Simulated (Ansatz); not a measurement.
**SnO2: a line through a two-coordinate scan**

One table from this session's results is given with a row withheld; the runs are named, their logs left out.

Program: Ansatz 0.2.0. Level of theory: DFT LDA, scalar-relativistic, plane waves, PAW. These are calculated values, not measurements.

2 further runs of the same task are left out: 2 set aside as unsound or not needed.

## The starting structure

It takes space group P4_2/mnm (No. 136, tetragonal). Conventional cell: a = 4.723 Å, b = 4.723 Å, c = 3.190 Å, α = 90.00°, β = 90.00°, γ = 90.00°. Sn (site symmetry mmm) has 6 O at 2.04 to 2.05 Å as nearest neighbours. O (site symmetry m2m) has 3 Sn at 2.04 to 2.05 Å as nearest neighbours.

As a file:

```cif
data_structure
_symmetry_space_group_name_H-M 'P4_2/mnm'
_symmetry_Int_Tables_number 136
_cell_length_a 4.7226
_cell_length_b 4.7226
_cell_length_c 3.1904
_cell_angle_alpha 90.000
_cell_angle_beta 90.000
_cell_angle_gamma 90.000
_cell_volume 71.15
loop_
_atom_site_label
_atom_site_type_symbol
_atom_site_symmetry_multiplicity
_atom_site_Wyckoff_symbol
_atom_site_fract_x
_atom_site_fract_y
_atom_site_fract_z
_atom_site_occupancy
Sn1 Sn 2 a 0.50000 0.50000 0.50000 1
O1 O 4 f 0.30608 0.30608 0.00000 1
```

It goes back to an entry of the Materials Project, which need not be the stable form.

It is the result of an earlier relaxation at this level (volume 11.86 Å³/atom; gap on the mesh: 1.16 eV).

## Plan of the line

The energy is mapped over volume and the cell's shape.

- volume per atom: 5 values from 9.96 to 13.76 Å³
- stretch along a over the lengths across it, relative to the relaxed cell: 5 values from 0.886 to 1.128

Relaxed at each point: the atoms inside the fixed cell. Energies count from the relaxed crystal. Points are written as (first, second).

Set-up of the first run:

Input file input.yaml:

```yaml
crystal:
  lattice:
    - [4.8288215893, 0.0, 0.0]
    - [0.0, 4.2806371101, 0.0]
    - [0.0, 0.0, 2.8916665804]
  atoms:
    - { symbol: Sn, position: [0.5, 0.5, 0.5] }
    - { symbol: Sn, position: [0.0, 0.0, 0.0] }
    - { symbol: O, position: [0.3059833077, 0.3061758397, 0.0] }
    - { symbol: O, position: [0.8059833077, 0.1938241603, 0.5] }
    - { symbol: O, position: [0.1940166923, 0.8061758397, 0.5] }
    - { symbol: O, position: [0.6940166923, 0.6938241603, 0.0] }
basis:
  ecutwfc: 520.0
kpoints:
  mp_grid: { grid: [6, 6, 10] }
hamiltonian:
  xc: lda
scf:
  occupations: { method: gaussian, width: 0.05 }
output:
  forces: true
  stress: true
  eigenvalues: true
relax:
  adjacent_minimum: "off"
  f_tol: 0.01
  max_steps: 30
```

Started as:

```console
$ ansatz run input.yaml --threads 2 --pin off --max-ram 4096MiB --backend cpu --events-out ev --progress --plain --runs-dir out
```

Steps of the session up to this table: Point (9.96 Å³, 1.128); The run at (10.91 Å³, 1.128); The run at (11.86 Å³, 1.128); Point (12.81 Å³, 1.128); Grid point (13.76 Å³, 1.128).

One table of the session follows, with a row left open; its other results are not shown here.

```
volume per atom (Å³)  energy (meV/atom)  slope (meV/atom per Å³)  pressure (GPa)  band gap on the k-mesh (eV)
                9.96                281                     −284              46                         3.29
               10.91                 96                     −118              19                         2.50
               11.86                  ?                        ?               ?                            ?
               12.81                 73                       70             −11                         0.74
               13.76                164                      117             −19                         0.28
```

Estimate the missing values for volume per atom (Å³) = 11.86.

Worked estimate for «energy (meV/atom)». A straight line through the neighbours (10.91, 96) and (12.81, 73) gives 96 + (73 − 96) × (11.86 − 10.91) / (12.81 − 10.91) = 85; a parabola fitted to 4 rows on both sides gives 38.

The run gave: energy (meV/atom): 40; slope (meV/atom per Å³): −7; pressure (GPa): 1; band gap on the k-mesh (eV): 1.50. In «energy (meV/atom)» the line misses by +45 and the parabola by -2.

Energies count from the relaxed crystal. Slopes come from the forces (and the stress, where the cell changes), not from differences of energies.

What this shows: The lowest point of the line is at 11.86 Å³, 40 meV/atom from the zero. A fit to energies and slopes at the lowest point and its two neighbours puts the minimum at 11.925 Å³, with a curvature of about 95 meV/atom per (Å³)². V·d²E/dV² there is about 180 GPa, a bulk modulus under this line's constraint. The well is lopsided: two grid steps out, the energy rises by 240 meV/atom towards smaller values and 123 meV/atom towards larger ones. The highest point computed, at 9.96 Å³, lies 240 meV/atom above the lowest. This is one cut through a surface in two coordinates; the map's lowest point lies off it.

To keep in mind: Warnings in the runs' records: stress scf threshold loose.
